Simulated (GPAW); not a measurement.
Here is a GPAW 26.7.0 calculation.

Contents of run.py:

```python
from ase import Atoms
from ase.dft.bandgap import bandgap
from ase.io import write
from ase.units import GPa
from gpaw import GPAW, PW

atoms = Atoms(['Sn', 'Sn', 'Sn', 'Se'],
              cell=[[4.741879, 0.0, 0.0],
                    [0.0, 4.741879, 0.0],
                    [0.0, 0.0, 4.741879]],
              scaled_positions=[[0.5, 0.5, 0.0],
                                [0.5, 0.0, 0.5],
                                [0.0, 0.5, 0.5],
                                [0.0, 0.0, 0.0]],
              pbc=True)

calc = GPAW(mode=PW(450),
            xc='PBE',
            kpts={'size': (5, 5, 5), 'gamma': True},
            occupations={'name': 'fermi-dirac', 'width': 0.05},
            nbands=38,
            maxiter=120,
            txt='gpaw.txt')
atoms.calc = calc
energy = atoms.get_potential_energy()
forces = atoms.get_forces()
stress = atoms.get_stress()
calc.write('gs.gpw')
write('result.traj', atoms)
print(f'Energy: {energy:.6f} eV')
print('Forces (eV/A):')
print(forces.round(4))
print('Stress (GPa):', (stress / GPa).round(3))
print('Fermi level:', round(calc.get_fermi_level(), 4), 'eV')
print(f'Gap: {bandgap(calc)[0]:.4f} eV, direct: {bandgap(calc, direct=True)[0]:.4f} eV')
```

Potentials or basis: GPAW PAW data sets (gpaw-data 1.2.1), pw.

Launch:

```console
$ OMP_NUM_THREADS=1 python run.py
```

Predict the pressure.

-0.9 GPa.

What does it give for the band gap on the k mesh?

None (metal or under the smearing width).

Caveat: the cutoff is short for stress and forces, so pressures can be off by a GPa or more.
